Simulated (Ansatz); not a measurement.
# AsH₂ (doublet): from Hartree-Fock to the top rungs at scale of all distances = 1.299, cc-pVDZ

How much of the correlation energy of AsH₂ (doublet) does each wave-function method recover here?

Program: Ansatz 0.2.0, Gaussian basis. Level of theory: cc-pVDZ, core rule «outside noble gas», up to 14 orbitals frozen. These are calculated values, not measurements.

To be run: UHF; CCSD(T) on ROHF; CCSD(T) on UHF; BCCD(T) on ROHF; CISD; CCSDT(Q) on ROHF; CCSDT(Q) on UHF; CASSCF and MRCISD+Q, 3 electrons in 3 orbitals; CASSCF and NEVPT2, 3 electrons in 3 orbitals; CASSCF and MRCISD+Q, 7 electrons in 6 orbitals; CASSCF and NEVPT2, 7 electrons in 6 orbitals; Full CI.

22 further runs of the same task are left out: 4 for a known fault of the program, 12 that didn't finish, 6 set aside as unsound or not needed.

**1. The system**

The geometry derives from a PBE0/def2-TZVP stationary point (not a proven minimum). All distances are scaled together. No spin-orbit coupling is included. The filled d shell of As may be among the frozen orbitals whatever the setting's name suggests; the logs give the count.

3 atoms, charge 0, spin multiplicity 2.

Atoms are counted from 1 here; the program's logs count them from 0.

No contacts short enough for the rule that draws bonds.

**2. UHF**

The input, in.yaml:

```yaml
crystal:
  periodic: [false, false, false]
  atoms:
    - {symbol: As, position_ang: [0.000000, -0.036507, 0.000000]}
    - {symbol: H, position_ang: [0.000000, 1.356806, -1.410579]}
    - {symbol: H, position_ang: [0.000000, 1.356796, 1.410589]}
basis:
  gaussian: {orbitals: cc-pVDZ}
magnetization: {spin_polarized: true, initial_magnetization: 1}
hamiltonian: {xc: hf}
output: {orbitals: {seedname: orbitals}}
```

The run is started by

```sh
$ ansatz run in.yaml --threads 1 --pin off --events-out ev --progress --plain --max-ram 2393MiB
```

Further steps of the session: CCSD(T) on ROHF; CCSD(T) on UHF; BCCD(T) on ROHF; CISD; CCSDT(Q) on ROHF; CCSDT(Q) on UHF; CASSCF and MRCISD+Q, 3 electrons in 3 orbitals; CASSCF and NEVPT2, 3 electrons in 3 orbitals; CASSCF and MRCISD+Q, 7 electrons in 6 orbitals; CASSCF and NEVPT2, 7 electrons in 6 orbitals; Full CI.

**Question.** What will the summary of the whole plan be? Wanted: FCI below the RHF energy; RMP2 from FCI; UMP2 from FCI; RCCSD from FCI; RCCSD(T) from FCI; UCCSD(T) from FCI; RCCSDT(Q) from FCI; UCCSDT(Q) from FCI; NEVPT2 pair from FCI.

The runs gave:

| quantity | value |
| --- | --- |
| FCI below the RHF energy | -4.0356 eV |
| RMP2 from FCI | +102.5 kJ/mol |
| UMP2 from FCI | +117.8 kJ/mol |
| RCCSD from FCI | +15.0 kJ/mol |
| RCCSD(T) from FCI | +3.2 kJ/mol |
| UCCSD(T) from FCI | +4.1 kJ/mol |
| RCCSDT(Q) from FCI | 0.0 kJ/mol |
| UCCSDT(Q) from FCI | -0.1 kJ/mol |
| NEVPT2 pair from FCI | +75.9 kJ/mol |
| MRCISD+Q pair from FCI | -4.0 kJ/mol |
| NEVPT2 valence from FCI | +49.9 kJ/mol |
| levels within 1 kcal/mol (43 meV) | RCCSD(T), UCCSD(T), BCCD(T), RCCSDT, UCCSDT, RCCSDT(Q), UCCSDT(Q), MRCISD+Q pair, MRCISD+Q valence |
| T1 diagnostic | 0.028 |
| effectively unpaired electrons | 1.18 |

**Reading.** RCCSD(T) lands +3.2 kJ/mol from the yardstick (0.8 % of the correlation energy). MRCISD+Q pair, MRCISD+Q valence fall below full CI: the +Q correction isn't variational, and the cores differ from full CI's. One determinant dominates. Of the multireference levels listed MRCISD+Q valence comes nearest in total energy (-1.6 kJ/mol), which doesn't show that its space is the better one. These misses are within one basis, not against nature; the frozen cores of restricted and unrestricted runs differ, which can shift their rows.
